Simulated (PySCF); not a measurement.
# Cl5Sb: the cost of one run

Program: PySCF 2.14.0. Level of theory: levels as typed in each script, gas phase, geometry from GFN2-xTB. These are calculated values, not measurements.

## 1. Starting geometry

SMILES `Cl[Sb](Cl)(Cl)(Cl)Cl`, 6 atoms, charge 0, spin multiplicity 1.

Bond lengths: Cl1–Sb2 2.390 Å, Sb2–Cl3 2.351 Å, Sb2–Cl4 2.353 Å, Sb2–Cl5 2.352 Å, Sb2–Cl6 2.390 Å. Angles: Cl1–Sb2–Cl3 90.0°, Cl1–Sb2–Cl4 90.0°, Cl1–Sb2–Cl5 90.0°, Cl1–Sb2–Cl6 180.0°, Cl3–Sb2–Cl4 120.2°, Cl3–Sb2–Cl5 120.0°, Cl3–Sb2–Cl6 90.0°, Cl4–Sb2–Cl5 119.8°, Cl4–Sb2–Cl6 90.0°, Cl5–Sb2–Cl6 90.0°.

As a file:

```csv
atom,x (Å),y (Å),z (Å)
Cl1,2.39032,-0.00094,0.00058
Sb2,0.00002,-0.00109,-0.00054
Cl3,-0.00039,-2.27324,-0.60614
Cl4,0.00164,1.66552,-1.66117
Cl5,-0.00152,0.61174,2.27024
Cl6,-2.39011,0.00018,-0.00190
```

## 2. Density, bond paths and surface potential (PBE0/def2-tzvp)

The input, input.py:

```python
import numpy as np
from pyscf import gto, scf, dft
from pyscf.scf import atom_ks, atom_hf
from scipy.linalg import block_diag

def solve(mol, dm0=None, hcore=None):
    mf = (dft.UKS if mol.spin else dft.RKS)(mol, xc='pbe0')
    mf.grids.level = 3
    mf = mf.density_fit(auxbasis='def2-universal-jkfit')
    mf.conv_tol, mf.max_cycle = 1e-8, 80
    if hcore is not None:
        mf.get_hcore = lambda *args: hcore
    mf.kernel(dm0)
    if not mf.converged:
        mf = mf.newton().run(mf.mo_coeff, mf.mo_occ, max_cycle=30)
    assert mf.converged, 'SCF not converged'
    return mf

mol = gto.M(atom='''
Cl     2.39032    -0.00094     0.00058
Sb     0.00002    -0.00109    -0.00054
Cl    -0.00039    -2.27324    -0.60614
Cl     0.00164     1.66552    -1.66117
Cl    -0.00152     0.61174     2.27024
Cl    -2.39011     0.00018    -0.00190
''', basis='def2-tzvp', ecp={'Sb': 'def2-tzvp'}, charge=0, spin=0, verbose=4)
mf = solve(mol)
mf.analyze()
# spherically averaged free atoms, for the promolecule
atom_ks.AtomSphAverageRKS.init_guess_by_vsap = lambda self, mol=None: self.init_guess_by_minao(mol)  # core potentials
atm = atom_ks.get_atm_nrks(mol, xc='pbe0')
pro = block_diag(*[(atm[a[0]][2] * atm[a[0]][3]) @ atm[a[0]][2].T for a in mol._atom])
np.savez('result.npz', e=mf.e_tot, c=mf.mo_coeff, occ=mf.mo_occ, eps=mf.mo_energy, pro=pro, dip=mf.dip_moment(verbose=0), s2=mf.spin_square()[0])
```

The run is started by

```console
$ OMP_NUM_THREADS=1 python input.py
```

**Question.** How long does this run take on 1 thread of Arm Neoverse V2, shared host, and how much memory does it need?

About 53 s, with a peak of 0.96 GiB.
